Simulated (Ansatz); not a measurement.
# Mo, space group P6/mmm: cell relaxations under several functionals

With the Python package of Ansatz (0.2.0).

Run as a notebook:

```python
import ansatz as az
import numpy as np
from pymatgen.core import Lattice, Structure
from pymatgen.io.ase import AseAtomsAdaptor
```

```python
def edges_and_angles(cell):
    cell = np.asarray(cell)
    a, b, c = np.linalg.norm(cell, axis=1)
    cosines = cell[1] @ cell[2] / (b * c), cell[0] @ cell[2] / (a * c), cell[0] @ cell[1] / (a * b)
    return (a, b, c, *np.degrees(np.arccos(cosines)))
```

```python
pmg_structure = Structure(
    Lattice([[2.73551, 0.0, 0.0], [-1.367755, 2.369021, 0.0], [0.0, 0.0, 2.555181]]),
    ["Mo"],
    [
        [0.0, 0.0, 0.5],
    ],
)
system = az.Crystal.from_ase(AseAtomsAdaptor.get_atoms(pmg_structure))
```

```python
[site.symbol for site in system.resolved().sites]
```

    ['Mo']

```python
model = system.calculation()
model = model.kpoints(spacing=0.2).occupations("cold", width=100 * az.meV)
model = model.relax(cell=True, force_tolerance=0.03)
```

```python
levels = [("pbesol", "d3bj"), ("pbesol", "none"), ("lda", "none")]
print("level            a       b       c    alpha   beta  gamma  V/atom  steps")
for name, dispersion in levels:
    seen = []
    run = model.functional(name, dispersion=dispersion).session().plan()
    done = run.execute(on_event=lambda e: seen.append(e) if e["event"] == "relax_step" else None)
    cell = done.lattice.cell_ang
    label = name if dispersion == "none" else f"{name}+{dispersion}"
    print("{:13s} {:7.4f} {:7.4f} {:7.4f} {:6.2f} {:6.2f} {:6.2f}".format(label, *edges_and_angles(cell)), f"{abs(np.linalg.det(cell)) / len(done.lattice.sites):7.3f} {len(seen):5d}")
```

    level            a       b       c    alpha   beta  gamma  V/atom  steps
    DeckWarning: basis.ecutwfc = 420 eV, auto-derived from the records' recommended cutoffs: set by Mo (normal level)
    pbesol+d3bj    2.7107  2.7107  2.4834  90.00  90.00 120.00  15.803     8
    pbesol         2.7352  2.7352  2.5164  90.00  90.00 120.00  16.304     7
    lda            2.7218  2.7218  2.4900  90.00  90.00 120.00  15.975     8

From smallest to largest: PBEsol+D3BJ (15.80 Å³ an atom, -4.6 % against the start), LDA (15.98 Å³ an atom, -3.5 % against the start) and PBEsol (16.30 Å³ an atom, -1.5 % against the start). The spread is 3.2 % in volume.

Caveats:
- Dispersion corrections can be off by several per cent in the lattices of metals, and by several GPa in the pressure at a fixed cell.
- This isn't the structure that Mo takes at ambient conditions.
- Warnings are shown shortened and without file and line.
- Run time: 38 s on 1 thread of Arm Neoverse V1, with other jobs on the host, peak memory 0.34 GiB.
